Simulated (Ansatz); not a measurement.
# FH₆NSi₂, SMILES F[SiH2]N[SiH3]: a rigid torsion scan

Program: Ansatz 0.2.0 through its Python package.

Script `run_torsion.py`:
```python
import ansatz as az
from ase import Atoms

BASIS_SET = "cc-pVDZ"
XC = "b3lyp"
FORCE_TOL = 0.02


def main() -> None:
    atoms = Atoms(["F", "Si", "N", "Si", "H", "H", "H", "H", "H", "H"], positions=[
        (-0.6923, 1.5574, -2.141),
        (-0.3741, 1.1495, -0.6269),
        (-0.309, -0.5144, -0.6577),
        (0.2219, -1.044, 0.8989),
        (0.8929, 1.7346, -0.2329),
        (-1.5092, 1.6092, 0.2366),
        (0.4299, -0.779, -1.3458),
        (1.5864, -0.4923, 1.1629),
        (0.3444, -2.539, 0.837),
        (-0.7657, -0.6215, 1.9322),
    ])

    first = (
        az.Crystal.molecule_from_ase(atoms).calculation()
        .basis(gaussian=BASIS_SET)
        .functional(XC)
        .relax(force_tolerance=FORCE_TOL, max_steps=80)
    )
    atoms.positions = first.run(threads=1).report["positions_ang"]

    start = atoms.get_dihedral(1, 2, 3, 7)
    energies = {}
    for turn in range(0, 121, 15):
        turned = atoms.copy()
        turned.set_dihedral(1, 2, 3, 7, start + turn, indices=[3, 7, 8, 9])
        calc = (
            az.Crystal.molecule_from_ase(turned).calculation()
            .basis(gaussian=BASIS_SET)
            .functional(XC)
        )
        energies[round((start + turn) % 360)] = calc.run(threads=1).report["free_energy_ev"]
    floor = min(energies.values())
    print("dihedral Si1-N2-Si3-H7 (deg)   E - E(min) (eV)")
    for angle, e in sorted(energies.items()):
        print(f"{angle:8d} {(e - floor):14.3f}  " + "#" * int(30 * (e - floor) / max(max(energies.values()) - floor, 1e-9)))


if __name__ == "__main__":
    main()
```

```console
$ python run_torsion.py
dihedral Si1-N2-Si3-H7 (deg)   E - E(min) (eV)
     229          0.000
     244          0.009  ####
     259          0.028  ############
     274          0.048  ######################
     289          0.062  ############################
     304          0.064  ##############################
     319          0.055  #########################
     334          0.041  ##################
     349          0.028  #############
```

What to keep in mind:
- The scan is rigid and the energies are electronic, in a modest basis. With rigid groups the curve can differ much from the relaxed path, the start wasn't checked as a minimum of this torsion, and equivalent turns needn't return to the same energy.
- b3lyp holds the VWN-RPA fit, as in Gaussian; the form of ORCA and Turbomole is b3lyp5.
- Wall time of the script: 91 s on 1 thread of Arm Neoverse V1, on a shared host, peak memory 0.27 GiB.

(Lines on the test bed's own set-up are left out of the output.)
